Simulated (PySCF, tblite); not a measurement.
# C6H9BF radical: geometry, infrared bands and EPR parameters

Wanted: the infrared bands and EPR parameters of C6H9BF radical (`C=C[CH]B/C=C\CF`), by calculation.

Computed with tblite 0.8.0 and PySCF 2.14.0, with density-fitted response routines of our own, on a single molecule in the gas phase. Atoms count from 0, in the outputs and in this text.

### 1 Starting geometry

17 atoms, charge 0, multiplicity 2; geometry from: force field or distance geometry start.

Bonds of the start (Å): C0–C1 1.31, C1–C2 1.50, C2–B3 1.58, B3–C4 1.56, C4–C5 1.34, C5–C6 1.47, C6–F7 1.40, C0–H8 1.10, C0–H9 1.07, C1–H10 1.08, C2–H11 1.10, B3–H12 1.17, C4–H13 1.08, C5–H14 1.09, C6–H15 1.10, C6–H16 1.12.

### 2 Geometry optimisation with GFN2-xTB

Job settings and geometry (Å):

```
{"job": {"kind": "relax", "xc": "GFN2-xTB", "basis": "xTB"}, "charge": 0, "multiplicity": 2}
C     -3.231400     0.738300     0.412900
C     -2.514100    -0.187100    -0.181600
C     -1.278600    -0.796500     0.410200
B     -0.006100    -0.169000    -0.284000
C      1.174800    -1.110000    -0.682900
C      2.404600    -0.641300    -0.414800
C      2.551200     0.671700     0.236000
F      3.215900     0.463000     1.446600
H     -4.115800     1.093000    -0.130200
H     -3.050600     1.176500     1.375000
H     -2.825200    -0.551000    -1.154100
H     -1.276500    -0.763200     1.513400
H     -0.142900     0.835500    -0.863200
H      1.043900    -2.069200    -1.172400
H      3.298100    -1.206700    -0.659800
H      3.173600     1.364100    -0.344400
H      1.572100     1.164000     0.483300
```

Run with:

```bash
OMP_NUM_THREADS=1 python probes_run.py task.json out
```

This one command runs all jobs of the session in turn.

**Question.** This job is followed by: GFN2-xTB harmonic vibrations, gas phase; UKS B3LYP, pcH-1 on B C F H, non-relativistic, mean-field spin-orbit, GIAO. What will the session give for the following? strongest single infrared mode (GFN2-xTB); zero-point energy (GFN2-xTB); g(iso) (B3LYP); ⟨S²⟩; largest a(iso) (averaged by class); surface potential, 1st and 99th percentile.

The runs gave:

| quantity | value |
| --- | --- |
| strongest single infrared mode (GFN2-xTB) | 2596 cm⁻¹, 144 km/mol |
| zero-point energy (GFN2-xTB) | 81.5 kcal/mol |
| g(iso) (B3LYP) | 2.00264 |
| ⟨S²⟩ | 0.771 (exact 0.75) |
| largest a(iso) (averaged by class) | 13C on C0, 44.5 MHz |
| surface potential, 1st and 99th percentile | -1.13 V and 1.03 V |

What this shows: Relaxing lowered the energy by 1.399 eV in 148 steps; the close pair that moved most is C1–C2, from 1.499 to 1.403 Å. No mode is imaginary among the 45: a minimum at this level. The strongest single mode, at 2596 cm⁻¹, moves mainly H12. Unscaled tight-binding wavenumbers are off by several per cent, some by more. Its intensities can rank the bands wrongly. The largest spin populations lie on C2 (0.57 e), C0 (0.57 e). The isotropic g lies 0.3 ppt above the free-electron value.
